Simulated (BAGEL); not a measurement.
**CH6NPSi (SMILES C1NP[SiH2]1) at HF/STO-3G (density fitting with qzvpp-jkfit)**

Aim: the vertical ionisation energy of CH6NPSi at HF/STO-3G (density fitting with qzvpp-jkfit), from 2 runs. 

The calculation is run with BAGEL 1.2.2.

2 further runs of the same task are left out: 2 set aside as unsound or not needed.

## 1. The structure to begin with

CH6NPSi: 10 atoms, total charge 0, spin state singlet. SMILES: `C1NP[SiH2]1`. Geometry: relaxed at PBE0-D4/def2-TZVP.

Bond lengths: C1–N2 1.466 Å, N2–P3 1.737 Å, C1–Si4 1.900 Å, P3–Si4 2.263 Å, C1–H5 1.094 Å, C1–H6 1.100 Å, N2–H7 1.012 Å, P3–H8 1.446 Å, Si4–H9 1.486 Å, Si4–H10 1.487 Å. Some angles: C1–N2–P3 108.8°, N2–C1–Si4 91.6°, N2–P3–Si4 73.5°, C1–Si4–P3 77.1°, C1–N2–H7 117.6°, P3–N2–H7 119.0°, N2–C1–H5 113.0°, N2–C1–H6 113.4°, Si4–C1–H5 118.7°, Si4–C1–H6 110.6°.

## 2. The energy at HF/STO-3G (density fitting with qzvpp-jkfit)

calc.json

```json
{ "bagel" : [

{
  "title" : "molecule",
  "basis" : "sto-3g",
  "df_basis" : "qzvpp-jkfit",
  "angstrom" : true,
  "geometry" : [
    { "atom" : "C", "xyz" : [   -0.518900,    0.753700,   -0.280300 ] },
    { "atom" : "N", "xyz" : [    0.388700,    0.867200,    0.865200 ] },
    { "atom" : "P", "xyz" : [    0.973900,   -0.716000,    1.275900 ] },
    { "atom" : "Si", "xyz" : [    0.382300,   -0.797300,   -0.907400 ] },
    { "atom" : "H", "xyz" : [   -0.525900,    1.647300,   -0.910700 ] },
    { "atom" : "H", "xyz" : [   -1.554200,    0.512400,    0.003600 ] },
    { "atom" : "H", "xyz" : [    0.126500,    1.500500,    1.609100 ] },
    { "atom" : "H", "xyz" : [   -0.253100,   -1.393600,    1.631500 ] },
    { "atom" : "H", "xyz" : [    1.493100,   -0.499900,   -1.848100 ] },
    { "atom" : "H", "xyz" : [   -0.429200,   -1.925500,   -1.435800 ] }
  ]
},
{ "title" : "hf", "charge" : 0 },
{ "title" : "print", "file" : "orbitals.molden", "orbitals" : true }

]}
```

Command:

```console
$ BAGEL_NUM_THREADS=1 BAGEL calc.json > calc.out
```

The program printed:

```text
* using 1 threads per process

  ===============================================================
  ===============================================================

  *** Geometry ***

  { "atom" : "C", "xyz" : [     -0.980579,      1.424287,     -0.529690 ] },
  { "atom" : "N", "xyz" : [      0.734537,      1.638770,      1.634991 ] },
  { "atom" : "P", "xyz" : [      1.840404,     -1.353044,      2.411102 ] },
  { "atom" : "Si", "xyz" : [      0.722442,     -1.506679,     -1.714737 ] },
  { "atom" : "H", "xyz" : [     -0.993807,      3.112946,     -1.720974 ] },
  { "atom" : "H", "xyz" : [     -2.937012,      0.968296,      0.006803 ] },
  { "atom" : "H", "xyz" : [      0.239050,      2.835534,      3.040758 ] },
  { "atom" : "H", "xyz" : [     -0.478290,     -2.633522,      3.083088 ] },
  { "atom" : "H", "xyz" : [      2.821550,     -0.944674,     -3.492403 ] },
  { "atom" : "H", "xyz" : [     -0.811070,     -3.638668,     -2.713269 ] },

  Number of auxiliary basis functions:      516

  Since a DF basis is specified, we compute 2- and 3-index integrals:
    o Being stored without compression. Storage requirement is 0.005 GB

  Number of basis functions:       34
  Number of electrons      :       48

    * METHOD: MOLECULE                             0.18

  *** RHF ***

  === Nuclear Repulsion ===
   222.3692007122

      * DIIS with orbital gradients will be used.

  === RHF iteration (sto-3g) ===
      0       -717.10688561          0.00795081           0.03
      1       -717.13532916          0.00209634           0.02
      2       -717.13761623          0.00060183           0.03
      3       -717.13789930          0.00009621           0.02
      4       -717.13790922          0.00003327           0.02
      5       -717.13791060          0.00000645           0.02
      6       -717.13791065          0.00000209           0.02
      7       -717.13791065          0.00000037           0.02
      8       -717.13791065          0.00000011           0.02
      9       -717.13791065          0.00000004           0.03
     10       -717.13791065          0.00000001           0.02
     11       -717.13791065          0.00000000           0.02
    * SCF iteration converged.

    * Permanent dipole moment:
           (    0.363689,     0.332646,     0.115683) a.u.

    * METHOD: HF                                   0.39

    * METHOD: PRINT                                0.00

  ===============================================================
```

Wall time 0.72 s (1 thread of Arm Neoverse V2, shared host).

## 3. The doublet cation, same level

job.json

```json
{ "bagel": [

{
  "title": "molecule",
  "basis": "sto-3g",
  "df_basis": "qzvpp-jkfit",
  "angstrom": true,
  "geometry": [
    { "atom": "C", "xyz": [   -0.518900,    0.753700,   -0.280300 ] },
    { "atom": "N", "xyz": [    0.388700,    0.867200,    0.865200 ] },
    { "atom": "P", "xyz": [    0.973900,   -0.716000,    1.275900 ] },
    { "atom": "Si", "xyz": [    0.382300,   -0.797300,   -0.907400 ] },
    { "atom": "H", "xyz": [   -0.525900,    1.647300,   -0.910700 ] },
    { "atom": "H", "xyz": [   -1.554200,    0.512400,    0.003600 ] },
    { "atom": "H", "xyz": [    0.126500,    1.500500,    1.609100 ] },
    { "atom": "H", "xyz": [   -0.253100,   -1.393600,    1.631500 ] },
    { "atom": "H", "xyz": [    1.493100,   -0.499900,   -1.848100 ] },
    { "atom": "H", "xyz": [   -0.429200,   -1.925500,   -1.435800 ] }
  ]
},
{ "title": "uhf", "charge": 1, "nopen": 1 },
{ "title": "print", "file": "orbitals.molden", "orbitals": true }

]}
```

Command:

```console
$ BAGEL_NUM_THREADS=1 BAGEL job.json > job.out
```

The program printed:

```text
* using 1 threads per process

  ===============================================================
  ===============================================================

  *** Geometry ***

  { "atom" : "C", "xyz" : [     -0.980579,      1.424287,     -0.529690 ] },
  { "atom" : "N", "xyz" : [      0.734537,      1.638770,      1.634991 ] },
  { "atom" : "P", "xyz" : [      1.840404,     -1.353044,      2.411102 ] },
  { "atom" : "Si", "xyz" : [      0.722442,     -1.506679,     -1.714737 ] },
  { "atom" : "H", "xyz" : [     -0.993807,      3.112946,     -1.720974 ] },
  { "atom" : "H", "xyz" : [     -2.937012,      0.968296,      0.006803 ] },
  { "atom" : "H", "xyz" : [      0.239050,      2.835534,      3.040758 ] },
  { "atom" : "H", "xyz" : [     -0.478290,     -2.633522,      3.083088 ] },
  { "atom" : "H", "xyz" : [      2.821550,     -0.944674,     -3.492403 ] },
  { "atom" : "H", "xyz" : [     -0.811070,     -3.638668,     -2.713269 ] },

  Number of auxiliary basis functions:      516

  Since a DF basis is specified, we compute 2- and 3-index integrals:
    o Being stored without compression. Storage requirement is 0.005 GB

  Number of basis functions:       34
  Number of electrons      :       48

    * METHOD: MOLECULE                             0.17

  *** Open-shell HF ***

  === Nuclear Repulsion ===
   222.3692007122

      * DIIS with orbital gradients will be used.

  === UHF iteration (sto-3g) ===
      0       -716.85549939          0.02032761           0.05
      1       -716.91220098          0.00593706           0.05
      2       -716.91833727          0.00261428           0.05
      3       -716.92005823          0.00144517           0.05
      4       -716.92167088          0.00077845           0.05
      5       -716.92240594          0.00034303           0.05
      6       -716.92258194          0.00017201           0.05
      7       -716.92262625          0.00007993           0.05
      8       -716.92263529          0.00002133           0.05
      9       -716.92263588          0.00001039           0.05
     10       -716.92263602          0.00000665           0.05
     11       -716.92263608          0.00000468           0.05
     12       -716.92263612          0.00000370           0.05
     13       -716.92263615          0.00000233           0.05
     14       -716.92263616          0.00000107           0.05
     15       -716.92263616          0.00000051           0.05
     16       -716.92263616          0.00000026           0.05
     17       -716.92263616          0.00000014           0.05
     18       -716.92263616          0.00000007           0.05
     19       -716.92263616          0.00000003           0.05
     20       -716.92263616          0.00000001           0.05
     21       -716.92263616          0.00000001           0.05
    * SCF iteration converged.

    * S^2 (UHF) is 0.7574

    * Permanent dipole moment:
           (   -0.089567,     0.840163,    -0.714581) a.u.

    * METHOD: UHF                                  1.19

    * METHOD: PRINT                                0.00

  ===============================================================
```

It took 1.5 s on 1 thread of Arm Neoverse V2, shared host.

## 4. Summary of results

At HF/STO-3G (density fitting with qzvpp-jkfit):

| quantity | value |
| --- | --- |
| singlet CH6NPSi: total energy | -717.13791 Eh |
| singlet CH6NPSi: dipole moment | 1.29 D |
| singlet CH6NPSi: HOMO energy | -6.81 eV |
| singlet CH6NPSi: LUMO energy | 9.18 eV |
| singlet CH6NPSi: HOMO–LUMO gap | 15.99 eV |
| doublet cation: total energy | -716.92264 Eh |
| doublet cation: ⟨S²⟩ | 0.757 |
| vertical ionisation energy (to the doublet cation) | 5.858 eV |

What this shows: Removing an electron at fixed nuclei costs 5.86 eV (135 kcal/mol). The negative HOMO energy of the first species, 6.81 eV, lies 0.95 eV above that difference. In a minimal basis such a difference can be off by several eV, whatever the method.
